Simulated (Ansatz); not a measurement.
# C18H14S2: single points with varied inputs

Aim: run C18H14S2 under a spread of inputs, and see what each costs and gives.

The runs use Ansatz 0.2.0, Gaussian basis; the settings change from run to run.

### 1 The molecule

An earlier PBE-D4/def2-SVP relaxation fixed the geometry.

SMILES `Sc1ccc(-c2ccc(-c3ccc(S)cc3)cc2)cc1`, 34 atoms, charge 0, spin multiplicity 1.

Atoms are counted from 1 here; the program's logs count them from 0.

Bond lengths: S1–C2 1.774 Å, S1–H21 1.362 Å, C2–C3 1.411 Å, C2–C20 1.410 Å, C3–C4 1.397 Å, C3–H22 1.101 Å, C4–C5 1.414 Å, C4–H23 1.100 Å, C5–C6 1.481 Å, C5–C19 1.413 Å, C6–C7 1.414 Å, C6–C18 1.414 Å, C7–C8 1.397 Å, C7–H24 1.100 Å, C8–C9 1.414 Å, C8–H25 1.100 Å, C9–C10 1.481 Å, C9–C17 1.414 Å and more. Angles: C2–S1–H21 96.4°, S1–C2–C3 117.9°, S1–C2–C20 123.4°, C3–C2–C20 118.7°, C2–C3–C4 120.4°, C2–C3–H22 119.9°, C4–C3–H22 119.8°, C3–C4–C5 121.6°, C3–C4–H23 118.9°, C5–C4–H23 119.5°, C4–C5–C6 121.4°, C4–C5–C19 117.3°, C6–C5–C19 121.3°, C5–C6–C7 121.3°, C5–C6–C18 121.3°, C7–C6–C18 117.3°, C6–C7–C8 121.3°, C6–C7–H24 119.5° and more.

### 2 PBE0/ANO-RCC-VTZP

Options: charge +1, multiplicity 2, density fitting with def2-universal-jkfit, a grid of angular degree 23, a point charge of 1.00 e beside it, D3(BJ) dispersion.

Contents of in.yaml:

```yaml
crystal:
  periodic: [false, false, false]
  atoms:
    - {symbol: S, position_ang: [7.530936, -0.343277, -0.130681]}
    - {symbol: C, position_ang: [5.763107, -0.214221, -0.064204]}
    - {symbol: C, position_ang: [5.003540, -1.313321, -0.519108]}
    - {symbol: C, position_ang: [3.607200, -1.265947, -0.494203]}
    - {symbol: C, position_ang: [2.912075, -0.131278, -0.016288]}
    - {symbol: C, position_ang: [1.432207, -0.086160, 0.006702]}
    - {symbol: C, position_ang: [0.661539, -0.736597, -0.984171]}
    - {symbol: C, position_ang: [-0.735073, -0.690693, -0.964933]}
    - {symbol: C, position_ang: [-1.434043, 0.007883, 0.046126]}
    - {symbol: C, position_ang: [-2.913747, 0.060062, 0.064394]}
    - {symbol: C, position_ang: [-3.663194, 0.075255, -1.133488]}
    - {symbol: C, position_ang: [-5.060584, 0.128240, -1.124183]}
    - {symbol: C, position_ang: [-5.764276, 0.165000, 0.097275]}
    - {symbol: S, position_ang: [-7.533474, 0.235234, 0.203407]}
    - {symbol: C, position_ang: [-5.030858, 0.149516, 1.302996]}
    - {symbol: C, position_ang: [-3.634584, 0.099286, 1.280103]}
    - {symbol: C, position_ang: [-0.663408, 0.656505, 1.038216]}
    - {symbol: C, position_ang: [0.733209, 0.610871, 1.018798]}
    - {symbol: C, position_ang: [3.687475, 0.959937, 0.436305]}
    - {symbol: C, position_ang: [5.085314, 0.926313, 0.413630]}
    - {symbol: H, position_ang: [7.793387, 0.886484, 0.391593]}
    - {symbol: H, position_ang: [5.513003, -2.217241, -0.885983]}
    - {symbol: H, position_ang: [3.039749, -2.146814, -0.829281]}
    - {symbol: H, position_ang: [1.169814, -1.274908, -1.798305]}
    - {symbol: H, position_ang: [-1.300436, -1.225434, -1.743000]}
    - {symbol: H, position_ang: [-3.138914, 0.073436, -2.100749]}
    - {symbol: H, position_ang: [-5.608989, 0.151721, -2.078246]}
    - {symbol: H, position_ang: [-7.767427, 0.220861, -1.137869]}
    - {symbol: H, position_ang: [-5.561130, 0.167059, 2.267196]}
    - {symbol: H, position_ang: [-3.088705, 0.060685, 2.234504]}
    - {symbol: H, position_ang: [-1.170968, 1.225055, 1.831985]}
    - {symbol: H, position_ang: [1.297808, 1.113025, 1.818826]}
    - {symbol: H, position_ang: [3.184599, 1.872475, 0.789809]}
    - {symbol: H, position_ang: [5.654838, 1.800998, 0.762849]}
basis:
  gaussian: {orbitals: ANO-RCC-VTZP, fitting: {mean_field: def2-universal-jkfit}, final_grid: {core_spheres: 8, valence_spheres: 7, degree: 23}, point_charges: [{charge: 1.00, position_ang: [11.865, 0.385, 0.725]}]}
total_charge: 1
magnetization: {spin_polarized: true, initial_magnetization: 1}
hamiltonian: {xc: {name: PBE0}, dispersion: d3bj}
scf: {omitted_lower_state_checks: [starts]}
output: {forces: true}
```

Run with:

```console
$ ansatz run in.yaml --threads 2 --pin off --events-out ev --progress --plain --max-ram 32768MiB --backend cuda --devices 0, --max-vram 18GiB
```

The log of the run, shortened:

```text
Functional definition: PBE0
  name "PBE0"
  cite "Adamo & Barone, J. Chem. Phys. 110, 6158 (1999) doi:10.1063/1.478522"
  cite "Perdew, Burke & Ernzerhof, Phys. Rev. Lett. 77, 3865 (1996) doi:10.1103/PhysRevLett.77.3865"
  parent pbe
[...]
1858 factors; integrals over basis functions are off by at most 5.6e-1 eV
[...]
mean field -40601.57100262 eV, -1492.0802136130 hartree, gradient 2.6e-5 eV, S^2 0.762182; 0 other end points of the search recorded, 0 dependent functions left out
[...]
reference -40601.57108831 eV, -1492.0802167620 hartree; 77, 76 occupied and 727, 728 virtual orbitals, 1858 factors
Total energy: -40602.73265629 eV, -1492.1229035980 hartree
Relativity: scalar
Atom 0 at     7.530936    -0.343277    -0.130681 Å, force    -0.431721     0.501495     0.214953 eV/Å
Atom 1 at     5.763107    -0.214221    -0.064204 Å, force    -0.632688    -0.033630     0.000414 eV/Å
Atom 2 at     5.003540    -1.313321    -0.519108 Å, force    -0.145652     0.025470     0.044752 eV/Å
Atom 3 at     3.607200    -1.265947    -0.494203 Å, force     0.197612    -0.039234    -0.089292 eV/Å
Atom 4 at     2.912075    -0.131278    -0.016288 Å, force     0.083420    -0.014167    -0.011001 eV/Å
Atom 5 at     1.432207    -0.086160     0.006702 Å, force     0.076913     0.002111    -0.003971 eV/Å
Atom 6 at     0.661539    -0.736597    -0.984171 Å, force    -0.524822    -0.194176    -0.139734 eV/Å
[...]
Atom 18 at     3.687475     0.959937     0.436305 Å, force     0.236305     0.038652     0.088014 eV/Å
Atom 19 at     5.085314     0.926313     0.413630 Å, force    -0.145662    -0.018647    -0.026153 eV/Å
Atom 20 at     7.793387     0.886484     0.391593 Å, force    -0.189868    -0.385029    -0.191234 eV/Å
Atom 21 at     5.513003    -2.217241    -0.885983 Å, force    -0.322659     0.482195     0.201651 eV/Å
Atom 22 at     3.039749    -2.146814    -0.829281 Å, force     0.351583     0.462902     0.179009 eV/Å
Atom 23 at     1.169814    -1.274908    -1.798305 Å, force    -0.320758     0.283366     0.460161 eV/Å
Atom 24 at    -1.300436    -1.225434    -1.743000 Å, force     0.351238     0.301362     0.410275 eV/Å
Atom 25 at    -3.138914     0.073436    -2.100749 Å, force    -0.333856     0.005448     0.524435 eV/Å
Atom 26 at    -5.608989     0.151721    -2.078246 Å, force     0.345971     0.000880     0.533387 eV/Å
Atom 27 at    -7.767427     0.220861    -1.137869 Å, force     0.082986     0.014816     0.413131 eV/Å
Atom 28 at    -5.561130     0.167059     2.267196 Å, force     0.321894    -0.028065    -0.524568 eV/Å
Atom 29 at    -3.088705     0.060685     2.234504 Å, force    -0.346073     0.022468    -0.517461 eV/Å
Atom 30 at    -1.170968     1.225055     1.831985 Å, force     0.317547    -0.321069    -0.422268 eV/Å
Atom 31 at     1.297808     1.113025     1.818826 Å, force    -0.351780    -0.259915    -0.451777 eV/Å
Atom 32 at     3.184599     1.872475     0.789809 Å, force     0.315242    -0.485030    -0.194054 eV/Å
Atom 33 at     5.654838     1.800998     0.762849 Å, force    -0.358726    -0.469527    -0.199138 eV/Å
Dipole moment:    -2.680292     0.180386    -0.116921 e Å
Checks for a lower state left out: starts
```

Wall time 52 s (1 × H100 (card shared with other runs) with 2 threads of AMD EPYC 7R13, shared host); peak host memory 3.2 GiB.

Largest force 1.431 eV/Å, ⟨S²⟩ 0.762.

### 3 PBE0/cc-pVTZ

Set apart from the defaults: atoms shaken by 0.15 Å, density fitting with def2-universal-jkfit, D3(BJ) dispersion.

Contents of in.yaml:

```yaml
crystal:
  periodic: [false, false, false]
  atoms:
    - {symbol: S, position_ang: [7.727120, -0.390823, 0.086592]}
    - {symbol: C, position_ang: [5.964145, -0.526712, -0.076334]}
    - {symbol: C, position_ang: [4.948476, -1.212893, -0.683564]}
    - {symbol: C, position_ang: [3.680730, -1.642434, -0.446716]}
    - {symbol: C, position_ang: [3.002873, -0.018583, -0.084715]}
    - {symbol: C, position_ang: [1.547360, -0.112709, 0.153545]}
    - {symbol: C, position_ang: [0.682705, -0.799135, -1.212276]}
    - {symbol: C, position_ang: [-0.673461, -0.632512, -1.254108]}
    - {symbol: C, position_ang: [-1.529044, 0.214871, 0.242998]}
    - {symbol: C, position_ang: [-2.983372, 0.140264, 0.036844]}
    - {symbol: C, position_ang: [-3.571909, 0.276238, -1.208093]}
    - {symbol: C, position_ang: [-5.174325, 0.020856, -1.311374]}
    - {symbol: C, position_ang: [-5.442525, 0.246310, 0.214538]}
    - {symbol: S, position_ang: [-7.590744, 0.079775, 0.101879]}
    - {symbol: C, position_ang: [-5.003084, 0.206328, 1.144247]}
    - {symbol: C, position_ang: [-3.586247, 0.138147, 1.408628]}
    - {symbol: C, position_ang: [-0.695200, 0.638214, 0.875914]}
    - {symbol: C, position_ang: [0.755163, 0.477422, 1.005271]}
    - {symbol: C, position_ang: [3.729010, 0.868194, 0.307686]}
    - {symbol: C, position_ang: [5.056365, 0.992556, 0.409106]}
    - {symbol: H, position_ang: [7.679103, 1.182042, 0.221815]}
    - {symbol: H, position_ang: [5.552988, -2.284762, -0.994217]}
    - {symbol: H, position_ang: [2.917153, -2.368076, -0.846100]}
    - {symbol: H, position_ang: [0.944080, -1.405589, -1.717391]}
    - {symbol: H, position_ang: [-1.259764, -1.067406, -2.030107]}
    - {symbol: H, position_ang: [-3.151615, -0.088921, -1.973793]}
    - {symbol: H, position_ang: [-5.645732, 0.161776, -2.304220]}
    - {symbol: H, position_ang: [-7.809527, 0.143965, -1.178401]}
    - {symbol: H, position_ang: [-5.586406, 0.080262, 2.279370]}
    - {symbol: H, position_ang: [-3.107880, 0.066985, 2.041482]}
    - {symbol: H, position_ang: [-1.252826, 1.283268, 1.850138]}
    - {symbol: H, position_ang: [1.297528, 1.121839, 1.501814]}
    - {symbol: H, position_ang: [3.337953, 1.798184, 1.052016]}
    - {symbol: H, position_ang: [5.534556, 1.830684, 0.750739]}
basis:
  gaussian: {orbitals: cc-pVTZ, fitting: {mean_field: def2-universal-jkfit}}
hamiltonian: {xc: {name: PBE0}, dispersion: d3bj}
```

Same command.

The log of the run:

```text
Functional definition: PBE0
  name "PBE0"
  cite "Adamo & Barone, J. Chem. Phys. 110, 6158 (1999) doi:10.1063/1.478522"
  cite "Perdew, Burke & Ernzerhof, Phys. Rev. Lett. 77, 3865 (1996) doi:10.1103/PhysRevLett.77.3865"
  parent pbe
  parameter a = 0.25
  parameter kappa = 0.804
  parameter beta = 0.06672455060314922
  exchange = (1 - a)*pbe_x(kappa = kappa, mu = beta*pi^2/3) + a*exact_x
  correlation = pbe_c(beta = beta)
1858 factors; integrals over basis functions are off by at most 1.2e0 eV
mean field evaluation 1: about -40473.4356 eV, gradient 1.2e2 eV
mean field evaluation 2: about -40243.9017 eV, gradient 2.6e2 eV
mean field evaluation 4: about -40508.7984 eV, gradient 2.7e1 eV
mean field evaluation 8: about -40510.8875 eV, gradient 1.2e0 eV
mean field evaluation 16: about -40510.8776 eV, gradient 3.5e-3 eV
mean field -40510.87758223 eV, -1488.7472918880 hartree, gradient 5.1e-5 eV, S^2 0.000000; 0 other end points of the search recorded, 0 dependent functions left out
reference -40510.87763972 eV, -1488.7472940005 hartree; 77, 77 occupied and 727, 727 virtual orbitals, 1858 factors
Total energy: -40512.02856196 eV, -1488.7895896128 hartree
```

Wall time 15 s (1 × H100 (card shared with other runs) with 2 threads of AMD EPYC 7R13, shared host).

### 4 CAM-B3LYP/cc-pVTZ-DK

This run has density fitting with def2-universal-jkfit, D3(BJ) dispersion.

Contents of in.yaml:

```yaml
crystal:
  periodic: [false, false, false]
  atoms:
    - {symbol: S, position_ang: [7.530936, -0.343277, -0.130681]}
    - {symbol: C, position_ang: [5.763107, -0.214221, -0.064204]}
    - {symbol: C, position_ang: [5.003540, -1.313321, -0.519108]}
    - {symbol: C, position_ang: [3.607200, -1.265947, -0.494203]}
    - {symbol: C, position_ang: [2.912075, -0.131278, -0.016288]}
    - {symbol: C, position_ang: [1.432207, -0.086160, 0.006702]}
    - {symbol: C, position_ang: [0.661539, -0.736597, -0.984171]}
    - {symbol: C, position_ang: [-0.735073, -0.690693, -0.964933]}
    - {symbol: C, position_ang: [-1.434043, 0.007883, 0.046126]}
    - {symbol: C, position_ang: [-2.913747, 0.060062, 0.064394]}
    - {symbol: C, position_ang: [-3.663194, 0.075255, -1.133488]}
    - {symbol: C, position_ang: [-5.060584, 0.128240, -1.124183]}
    - {symbol: C, position_ang: [-5.764276, 0.165000, 0.097275]}
    - {symbol: S, position_ang: [-7.533474, 0.235234, 0.203407]}
    - {symbol: C, position_ang: [-5.030858, 0.149516, 1.302996]}
    - {symbol: C, position_ang: [-3.634584, 0.099286, 1.280103]}
    - {symbol: C, position_ang: [-0.663408, 0.656505, 1.038216]}
    - {symbol: C, position_ang: [0.733209, 0.610871, 1.018798]}
    - {symbol: C, position_ang: [3.687475, 0.959937, 0.436305]}
    - {symbol: C, position_ang: [5.085314, 0.926313, 0.413630]}
    - {symbol: H, position_ang: [7.793387, 0.886484, 0.391593]}
    - {symbol: H, position_ang: [5.513003, -2.217241, -0.885983]}
    - {symbol: H, position_ang: [3.039749, -2.146814, -0.829281]}
    - {symbol: H, position_ang: [1.169814, -1.274908, -1.798305]}
    - {symbol: H, position_ang: [-1.300436, -1.225434, -1.743000]}
    - {symbol: H, position_ang: [-3.138914, 0.073436, -2.100749]}
    - {symbol: H, position_ang: [-5.608989, 0.151721, -2.078246]}
    - {symbol: H, position_ang: [-7.767427, 0.220861, -1.137869]}
    - {symbol: H, position_ang: [-5.561130, 0.167059, 2.267196]}
    - {symbol: H, position_ang: [-3.088705, 0.060685, 2.234504]}
    - {symbol: H, position_ang: [-1.170968, 1.225055, 1.831985]}
    - {symbol: H, position_ang: [1.297808, 1.113025, 1.818826]}
    - {symbol: H, position_ang: [3.184599, 1.872475, 0.789809]}
    - {symbol: H, position_ang: [5.654838, 1.800998, 0.762849]}
basis:
  gaussian: {orbitals: cc-pVTZ-DK, fitting: {mean_field: def2-universal-jkfit}}
hamiltonian: {xc: {name: CAM-B3LYP}, dispersion: d3bj}
scf: {omitted_lower_state_checks: [starts]}
output: {forces: true}
```

Same command.

The log of the run:

```text
Functional definition: CAM-B3LYP
  name "CAM-B3LYP"
  cite "Yanai, Tew & Handy, Chem. Phys. Lett. 393, 51 (2004) doi:10.1016/j.cplett.2004.06.011"
  cite "Iikura, Tsuneda, Yanai & Hirao, J. Chem. Phys. 115, 3540 (2001) doi:10.1063/1.1383587"
  cite "Becke, Phys. Rev. A 38, 3098 (1988) doi:10.1103/PhysRevA.38.3098"
  cite "Lee, Yang & Parr, Phys. Rev. B 37, 785 (1988) doi:10.1103/PhysRevB.37.785"
  cite "Vosko, Wilk & Nusair, Can. J. Phys. 58, 1200 (1980) doi:10.1139/p80-159"
  parameter alpha = 0.19
  parameter beta = 0.46
  parameter omega = 0.33/bohr
  parameter ac = 0.81
  # Exact exchange under (alpha + beta erf(omega r))/r, Becke's under what is left of 1/r.
  exchange = (1 - alpha - beta)*b88_x + beta*b88_x_sr(omega) + alpha*exact_x + beta*exact_x_lr(omega)
  correlation = (1 - ac)*vwn5_c + ac*lyp_c
these checks for a lower state are left out or cut short: starts
1858 factors; integrals over basis functions are off by at most 1.1e0 eV
1858 factors; integrals over basis functions are off by at most 5.5e-6 eV
mean field evaluation 1: about -40612.0711 eV, gradient 8.1e1 eV
mean field evaluation 2: about -40615.4505 eV, gradient 7.2e1 eV
mean field evaluation 4: about -40628.4208 eV, gradient 4.0e0 eV
mean field evaluation 8: about -40628.4548 eV, gradient 4.4e-1 eV
mean field evaluation 16: about -40628.4555 eV, gradient 3.2e-4 eV
mean field -40628.45546518 eV, -1493.0681993893 hartree, gradient 2.4e-5 eV, S^2 0.000000; 0 other end points of the search recorded, 0 dependent functions left out
the calculation of the forces begins
reference -40628.45570664 eV, -1493.0682082627 hartree; 77, 77 occupied and 727, 727 virtual orbitals, 1858 factors
Total energy: -40629.53831268 eV, -1493.1079933008 hartree
Relativity: scalar
Atom 0 at     7.530936    -0.343277    -0.130681 Å, force    -0.104490     0.554203     0.237783 eV/Å
Atom 1 at     5.763107    -0.214221    -0.064204 Å, force    -0.939647    -0.004925    -0.012798 eV/Å
Atom 2 at     5.003540    -1.313321    -0.519108 Å, force    -0.059352     0.339671     0.155446 eV/Å
Atom 3 at     3.607200    -1.265947    -0.494203 Å, force     0.048192     0.214601     0.144409 eV/Å
Atom 4 at     2.912075    -0.131278    -0.016288 Å, force     0.807352    -0.017512    -0.015164 eV/Å
Atom 5 at     1.432207    -0.086160     0.006702 Å, force    -0.796847     0.025760     0.008933 eV/Å
Atom 6 at     0.661539    -0.736597    -0.984171 Å, force    -0.033938     0.192520     0.215807 eV/Å
Atom 7 at    -0.735073    -0.690693    -0.964933 Å, force     0.049859     0.122426     0.258628 eV/Å
Atom 8 at    -1.434043     0.007883     0.046126 Å, force     0.797018    -0.026210    -0.008493 eV/Å
Atom 9 at    -2.913747     0.060062     0.064394 Å, force    -0.807001     0.032565     0.004771 eV/Å
Atom 10 at    -3.663194     0.075255    -1.133488 Å, force    -0.039394     0.046584     0.265580 eV/Å
Atom 11 at    -5.060584     0.128240    -1.124183 Å, force     0.032825     0.006699     0.354050 eV/Å
Atom 12 at    -5.764276     0.165000     0.097275 Å, force     0.938977    -0.021565     0.030080 eV/Å
Atom 13 at    -7.533474     0.235234     0.203407 Å, force     0.116906    -0.015862    -0.600536 eV/Å
Atom 14 at    -5.030858     0.149516     1.302996 Å, force     0.067208    -0.016287    -0.372285 eV/Å
Atom 15 at    -3.634584     0.099286     1.280103 Å, force    -0.043564    -0.052027    -0.252308 eV/Å
Atom 16 at    -0.663408     0.656505     1.038216 Å, force     0.035512    -0.126621    -0.260096 eV/Å
Atom 17 at     0.733209     0.610871     1.018798 Å, force    -0.051826    -0.191723    -0.211705 eV/Å
Atom 18 at     3.687475     0.959937     0.436305 Å, force     0.035118    -0.226508    -0.145877 eV/Å
Atom 19 at     5.085314     0.926313     0.413630 Å, force    -0.040824    -0.329025    -0.136475 eV/Å
Atom 20 at     7.793387     0.886484     0.391593 Å, force    -0.082828    -0.507114    -0.212983 eV/Å
Atom 21 at     5.513003    -2.217241    -0.885983 Å, force    -0.306768     0.548214     0.218195 eV/Å
Atom 22 at     3.039749    -2.146814    -0.829281 Å, force     0.347224     0.536462     0.204222 eV/Å
Atom 23 at     1.169814    -1.274908    -1.798305 Å, force    -0.319786     0.334598     0.498245 eV/Å
Atom 24 at    -1.300436    -1.225434    -1.743000 Å, force     0.354894     0.327208     0.478823 eV/Å
Atom 25 at    -3.138914     0.073436    -2.100749 Å, force    -0.321801     0.005329     0.591812 eV/Å
Atom 26 at    -5.608989     0.151721    -2.078246 Å, force     0.336033    -0.018822     0.587405 eV/Å
Atom 27 at    -7.767427     0.220861    -1.137869 Å, force     0.071055     0.004580     0.551641 eV/Å
Atom 28 at    -5.561130     0.167059     2.267196 Å, force     0.319283    -0.007708    -0.582600 eV/Å
Atom 29 at    -3.088705     0.060685     2.234504 Å, force    -0.335014     0.024011    -0.583242 eV/Å
Atom 30 at    -1.170968     1.225055     1.831985 Å, force     0.319518    -0.346223    -0.490408 eV/Å
Atom 31 at     1.297808     1.113025     1.818826 Å, force    -0.354508    -0.310661    -0.490108 eV/Å
Atom 32 at     3.184599     1.872475     0.789809 Å, force     0.309114    -0.558814    -0.219155 eV/Å
Atom 33 at     5.654838     1.800998     0.762849 Å, force    -0.348501    -0.537823    -0.211598 eV/Å
Dipole moment:     0.003427     0.144842    -0.097589 e Å
Checks for a lower state left out: starts
```

It took 20 s on 1 × H100 (card shared with other runs) with 2 threads of AMD EPYC 7R13, shared host; peak host memory 1.4 GiB.

Largest force 0.940 eV/Å, dipole 0.84 D.

### 5 revPBE/6-31++G**

Set apart from the defaults: density fitting with def2-universal-jkfit, a grid of angular degree 47.

Edit in.yaml of step 4 so:

```diff
@@ -38,5 +38,4 @@
 basis:
-  gaussian: {orbitals: cc-pVTZ-DK, fitting: {mean_field: def2-universal-jkfit}}
-hamiltonian: {xc: {name: CAM-B3LYP}, dispersion: d3bj}
+  gaussian: {orbitals: "6-31++G**", fitting: {mean_field: def2-universal-jkfit}, final_grid: {core_spheres: 20, valence_spheres: 16, degree: 47}}
+hamiltonian: {xc: {name: revPBE}}
 scf: {omitted_lower_state_checks: [starts]}
-output: {forces: true}
```

Same command.

The log of the run, shortened:

```text
Functional definition: revPBE
  name "revPBE"
  cite "Zhang & Yang, Phys. Rev. Lett. 80, 890 (1998) doi:10.1103/PhysRevLett.80.890"
  cite "Perdew, Burke & Ernzerhof, Phys. Rev. Lett. 77, 3865 (1996) doi:10.1103/PhysRevLett.77.3865"
[...]
1858 factors; integrals over basis functions are off by at most 3.1e-1 eV
[...]
mean field -40556.38232784 eV, -1490.4195604450 hartree, gradient 3.8e-5 eV, S^2 0.000000; 0 other end points of the search recorded, 1 dependent functions left out
reference -40556.38252057 eV, -1490.4195675274 hartree; 77, 77 occupied and 394, 394 virtual orbitals, 1858 factors
Total energy: -40556.38252057 eV, -1490.4195675274 hartree
Checks for a lower state left out: starts
```

Run time: 11 s. Hardware: 1 × H100 (card shared with other runs) with 2 threads of AMD EPYC 7R13, shared host.

### 6 All runs side by side

```
               level  charge  multiplicity               geometry  functions  energy (eV)  time
   PBE0/ANO-RCC-VTZP       1             2  relaxed, point charge        804   -40602.733  52 s
        PBE0/cc-pVTZ       0             1                 shaken        804   -40512.029  15 s
CAM-B3LYP/cc-pVTZ-DK       0             1                relaxed        804   -40629.538  20 s
    revPBE/6-31++G**       0             1                relaxed        471   -40556.383  11 s
```

### 7 Results

| quantity | value |
| --- | --- |
| runs | 4 |
| quickest | revPBE/6-31++G**, 11 s |
| slowest | PBE0/ANO-RCC-VTZP, 52 s |
| spread of total energies, same state and geometry | 73.2 eV |

In words: Run time spans a factor of 5, from revPBE/6-31++G** to PBE0/ANO-RCC-VTZP. The jobs differ in tasks and options as well as level. Total energies at one charge and spin differ by 73 eV between levels, so only differences within one level mean anything. Some of these runs are scalar-relativistic and others not, which shifts the totals of all-electron atoms past neon by eV; core potentials, where a basis has them, take the core out of the total altogether. At the PBE-D4/def2-SVP geometry and in the same state, runs without warnings or point charges leave forces up to 0.94 eV/Å (CAM-B3LYP/cc-pVTZ-DK).
